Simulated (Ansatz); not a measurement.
# [SnH3]− (SMILES [H][Sn-]([H])[H]) at 6 levels

Aim: a comparison of 6 runs (HF/STO-3G, revPBE/STO-3G, wB97M-V/STO-3G, UMP2/STO-3G, CCSDT/STO-3G, FCI/STO-3G) of [SnH3]−. 

Program for the calculation: Ansatz 0.2.0.

1 further run of the same task is left out (set aside as unsound or not needed).

### 1 The molecule

The species is [SnH3]− (4 atoms), meant as a singlet with charge -1. SMILES: `[H][Sn-]([H])[H]`. The H4–Sn1 distance was set to 3.897 Å, away from the relaxed value. At this shape a bond of the SMILES string is far longer than usual.

Bond lengths: Sn1–H2 1.948 Å, Sn1–H3 1.948 Å. Angles: H2–Sn1–H3 93.3°.

### 2 The energy at HF/STO-3G (run 1)

Input file input.yaml:

```yaml
crystal:
  periodic: [false, false, false]
  atoms:
    - {symbol: Sn, position_ang: [0.831780, 1.416101, 1.842950]}
    - {symbol: H, position_ang: [2.475950, 1.376771, 0.799630]}
    - {symbol: H, position_ang: [0.051300, 2.842881, 0.770870]}
    - {symbol: H, position_ang: [-0.844540, -1.404640, -0.259610]}
basis:
  gaussian: {orbitals: STO-3G}
total_charge: -1
hamiltonian: {xc: hf}
accuracy: high
```

Command:

```sh
$ ansatz run input.yaml --threads 1 --pin off --max-ram 2610MiB --events-out events.jsonl --progress --plain --runs-dir runs
```

Log:

```text
Warning: RAYON_NUM_THREADS=1 ignored (pool sized by the plan → 1); use --threads N
Functional definition: HF
  name "HF"
  exchange = exact_x
  correlation = 0
513 factors; integrals over basis functions are off by at most 4.8e-9 eV
mean field evaluation 1: about -162302.4308 eV, gradient 7.3e0 eV
mean field evaluation 2: about -162302.4385 eV, gradient 7.2e0 eV
mean field evaluation 4: about -162303.7712 eV, gradient 1.8e0 eV
mean field evaluation 8: about -162303.8244 eV, gradient 3.7e-4 eV
mean field -162303.82440841 eV, -5964.5555335257 hartree, gradient 2.9e-8 eV, S^2 0.000000; 0 other end points of the search recorded, 0 dependent functions left out
reference -162303.82440841 eV, -5964.5555335257 hartree; 27, 27 occupied and 3, 3 virtual orbitals, 513 factors
Total energy: -162303.82440841 eV, -5964.5555335257 hartree
```

It took 0.22 s on 1 thread of AMD EPYC 9R45 (Zen 5), shared host.

### 3 A single-point energy at revPBE/STO-3G (run 2)

Input file in.yaml:

```yaml
crystal:
  periodic: [false, false, false]
  atoms:
    - {symbol: Sn, position_ang: [0.831780, 1.416101, 1.842950]}
    - {symbol: H, position_ang: [2.475950, 1.376771, 0.799630]}
    - {symbol: H, position_ang: [0.051300, 2.842881, 0.770870]}
    - {symbol: H, position_ang: [-0.844540, -1.404640, -0.259610]}
basis:
  gaussian:
    orbitals: STO-3G
total_charge: -1
hamiltonian:
  xc: {name: revPBE}
accuracy: high
```

Command:

```sh
$ ansatz run in.yaml --threads 1 --pin off --max-ram 2610MiB --events-out events.jsonl --progress --plain --runs-dir runs
```

Log:

```text
Warning: RAYON_NUM_THREADS=1 ignored (pool sized by the plan → 1); use --threads N
Functional definition: revPBE
  name "revPBE"
  parameter kappa = 1.245
  parameter beta = 0.06672455060314922
  exchange = pbe_x(kappa = kappa, mu = beta*pi^2/3)
  correlation = pbe_c(beta = beta)
513 factors; integrals over basis functions are off by at most 4.8e-9 eV
mean field evaluation 1: about -162350.0982 eV, gradient 1.1e1 eV
mean field evaluation 2: about -162332.8537 eV, gradient 2.4e1 eV
mean field evaluation 4: about -162351.4324 eV, gradient 2.2e1 eV
mean field evaluation 8: about -162351.3846 eV, gradient 2.2e1 eV
mean field evaluation 16: about -162347.2959 eV, gradient 2.8e1 eV
mean field -162354.49283983 eV, -5966.4175640360 hartree, gradient 9.7e-8 eV, S^2 0.000000; 0 other end points of the search recorded, 0 dependent functions left out
reference -162354.49284235 eV, -5966.4175641285 hartree; 27, 27 occupied and 3, 3 virtual orbitals, 513 factors
Total energy: -162354.49284235 eV, -5966.4175641285 hartree
```

Wall time 0.81 s (1 thread of AMD EPYC 9R45 (Zen 5), shared host).

### 4 The energy at wB97M-V/STO-3G (run 3)

Input file job.yaml:

```yaml
crystal:
  periodic: [false, false, false]
  atoms:
    - {symbol: Sn, position_ang: [0.831780, 1.416101, 1.842950]}
    - {symbol: H, position_ang: [2.475950, 1.376771, 0.799630]}
    - {symbol: H, position_ang: [0.051300, 2.842881, 0.770870]}
    - {symbol: H, position_ang: [-0.844540, -1.404640, -0.259610]}
basis:
  gaussian:
    orbitals: STO-3G
total_charge: -1
hamiltonian:
  xc: {name: wB97M-V}
accuracy: high
```

Command:

```sh
$ ansatz run job.yaml --threads 1 --pin off --max-ram 2610MiB --events-out events.jsonl --progress --plain --runs-dir runs
```

Log, shortened:

```text
Warning: RAYON_NUM_THREADS=1 ignored (pool sized by the plan → 1); use --threads N
Functional definition: wB97M-V
  name "wB97M-V"
[...]
  gx(w, u) = 1 - cx + cx01*u + cx10*w
  gss(w, u) = css00 + css04*u^4 + css10*w + css20*w^2 + css43*w^4*u^3
  gos(w, u) = cos00 + cos10*w + (cos20 + cos21*u)*w^2 + (cos60 + cos61*u)*w^6
[...]
      + integral(e_c_pw_mod_opposite_spin*gos(b97_w_opposite, b97_u_opposite)) + vv10(b, c)
513 factors; integrals over basis functions are off by at most 4.8e-9 eV
115 factors; integrals over basis functions are off by at most 5.1e-10 eV
[...]
mean field -162364.90371624 eV, -5966.8001566874 hartree, gradient 2.5e-8 eV, S^2 0.000000; 0 other end points of the search recorded, 0 dependent functions left out
reference -162364.90371912 eV, -5966.8001567932 hartree; 27, 27 occupied and 3, 3 virtual orbitals, 513 factors
Total energy: -162364.90371912 eV, -5966.8001567932 hartree
```

Run time: 5.4 s. Hardware: 1 thread of AMD EPYC 9R45 (Zen 5), shared host; peak memory 0.27 GiB.

Runs 4 to 5 aren't shown in full; the table further down has their settings and results.

### 5 The energy at FCI/STO-3G (run 6)

in.yaml: that of step 3 with these lines changed.

```diff
@@ -8,7 +8,5 @@
 basis:
-  gaussian:
-    orbitals: STO-3G
+  gaussian: {orbitals: STO-3G}
 total_charge: -1
-hamiltonian:
-  xc: {name: revPBE}
+correlation: {method: fci, frozen_orbitals: {H: 0, Sn: 18}}
 accuracy: high
```

Command:

```sh
$ ansatz run in.yaml --threads 1 --pin off --max-ram 2610MiB --events-out events.jsonl --progress --plain --runs-dir runs
```

Log, shortened:

```text
Warning: RAYON_NUM_THREADS=1 ignored (pool sized by the plan → 1); use --threads N
[... 2 set-up lines as earlier in the session ...]
[...]
513 factors; integrals over basis functions are off by at most 4.8e-9 eV
[...]
mean field -162303.82440841 eV, -5964.5555335257 hartree, gradient 2.9e-8 eV, S^2 0.000000; 0 other end points of the search recorded, 0 dependent functions left out; unrestricted orbitals would lower it
[...]
unrestricted determinant -162306.59605026 eV, -5964.6573894850 hartree, S^2 1.0041
18 core orbitals not correlated: weight in the atoms' cores, before any rotation towards them, 1.000 or more for the frozen orbitals, at most 0.000 for the correlated occupied ones
reference -162303.82440841 eV, -5964.5555335257 hartree; 9, 9 occupied and 3, 3 virtual orbitals, 513 factors
state -162307.87750161 eV, -5964.7044819535 hartree
Total energy: -162307.87750161 eV, -5964.7044819535 hartree
```

Wall time 0.51 s (1 thread of AMD EPYC 9R45 (Zen 5), shared host).

### 6 Overview of the runs

| run | level | frozen core orbitals | energy (Eh) | wall time |
| --- | --- | --- | --- | --- |
| 1 | HF/STO-3G | – | -5964.555534 | 0.22 s |
| 2 | revPBE/STO-3G | – | -5966.417564 | 0.81 s |
| 3 | wB97M-V/STO-3G | – | -5966.800157 | 5.4 s |
| 4 | UMP2/STO-3G | 18 | -5964.686069 | 0.46 s |
| 5 | CCSDT/STO-3G | 18 | -5964.705241 | 0.34 s |
| 6 | FCI/STO-3G | 18 | -5964.704482 | 0.51 s |

### 7 Summary of results

| quantity | value |
| --- | --- |
| run 6: total energy | -5964.70448 Eh |
| run 6: correlation energy (18 core orbitals frozen) | -148.9 mEh |

What this shows: Against full CI in this basis: HF +148.9 mEh; UMP2 +18.4 mEh; CCSDT -0.8 mEh. Totals of different functionals can't be ranked against each other. In run 5 the log says that unrestricted orbitals would lower the reference, so the values rest on an unstable closed-shell determinant (other closed-shell runs at this shape may share the fault). In runs 1, 2, 3, 4, 5, 6 the basis is minimal, so the values are rough. In runs 1, 2, 3, 4, 5, 6 relativity is left out where basis or elements ask for it. Spin contamination of the reference: run 4 ⟨S²⟩ = 1.00. Where it is this large, the reference is a mixture of spin states, and values that rest on it are in doubt. All runs together took 7.8 s, the longest 5.4 s.
